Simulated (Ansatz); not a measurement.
**C2H6FGeN: how energies converge with the basis set**

An exercise on one series of results from a longer session: the logs are not shown, and one member is left open.

Method: one geometry, several basis sets; program: Ansatz 0.2.0, Gaussian basis.

Levels to be run: PBE0-D4/def2-SVP; ωB97M-V/def2-SVP; PBE0-D4/def2-QZVPP; ωB97M-V/def2-QZVPP; the functionals' def2-TZVPP values are taken from earlier runs.

**The relaxed structure**

The geometry comes from an earlier relaxation with PBE0-D4 in a triple-zeta def2 set; it is a stationary point, not always the lowest conformer.

SMILES `C[N](C)[Ge][F]`, 11 atoms, charge 0, spin multiplicity 1.

Atoms are counted from 1 here; the program's logs count them from 0.

Bond lengths: C1–N2 1.442 Å, C1–H6 1.098 Å, C1–H7 1.089 Å, C1–H8 1.098 Å, N2–C3 1.442 Å, N2–Ge4 1.821 Å, C3–H9 1.098 Å, C3–H10 1.094 Å, C3–H11 1.098 Å, Ge4–F5 1.773 Å. Angles: N2–C1–H6 110.9°, N2–C1–H7 110.1°, N2–C1–H8 110.9°, H6–C1–H7 108.7°, H6–C1–H8 107.5°, H7–C1–H8 108.7°, C1–N2–C3 114.1°, C1–N2–Ge4 126.7°, C3–N2–Ge4 119.2°, N2–C3–H9 111.4°, N2–C3–H10 110.5°, N2–C3–H11 111.4°, H9–C3–H10 107.9°, H9–C3–H11 107.6°, H10–C3–H11 107.9°, N2–Ge4–F5 96.6°.

Set-up of the first run:

Input file in.yaml:

```yaml
crystal:
  periodic: [false, false, false]
  atoms:
    - {symbol: C, position_ang: [-0.930645, 0.657870, -0.224342]}
    - {symbol: N, position_ang: [0.338068, 0.056680, 0.103781]}
    - {symbol: C, position_ang: [0.352355, -1.381550, 0.004556]}
    - {symbol: Ge, position_ang: [1.856363, 0.926195, 0.609712]}
    - {symbol: F, position_ang: [1.189081, 2.566902, 0.531464]}
    - {symbol: H, position_ang: [-1.224300, 0.414897, -1.253759]}
    - {symbol: H, position_ang: [-0.867980, 1.740558, -0.124945]}
    - {symbol: H, position_ang: [-1.722093, 0.287975, 0.440263]}
    - {symbol: H, position_ang: [0.115389, -1.715329, -1.013778]}
    - {symbol: H, position_ang: [1.340150, -1.774033, 0.265400]}
    - {symbol: H, position_ang: [-0.380890, -1.837066, 0.682349]}
basis:
  gaussian: {orbitals: def2-SVP}
hamiltonian: {xc: pbe0, dispersion: d4}
output: {orbitals: {seedname: orbitals}}
```

The run is started by

```console
$ ansatz run in.yaml --threads 4 --pin off --events-out ev --progress --plain --max-ram 10444MiB
```

Among the steps run: PBE0-D4 in def2-SVP; ωB97M-V in def2-SVP; PBE0-D4 in def2-QZVPP; ωB97M-V in def2-QZVPP.

One of the session's tables, all rows but one given; the rest of the session is left out.

It belongs to the step «Functionals by basis». 

```
functional       basis  HOMO (eV)
   PBE0-D4    def2-SVP      -6.92
   PBE0-D4  def2-TZVPP      -6.98
   PBE0-D4  def2-QZVPP      -7.01
   ωB97M-V    def2-SVP      -9.12
   ωB97M-V  def2-TZVPP      -9.20
   ωB97M-V  def2-QZVPP          ?
```

Estimate the missing values for ωB97M-V, def2-QZVPP.

The run gave: HOMO (eV): -9.23. In the column «HOMO (eV)» it is the lowest.
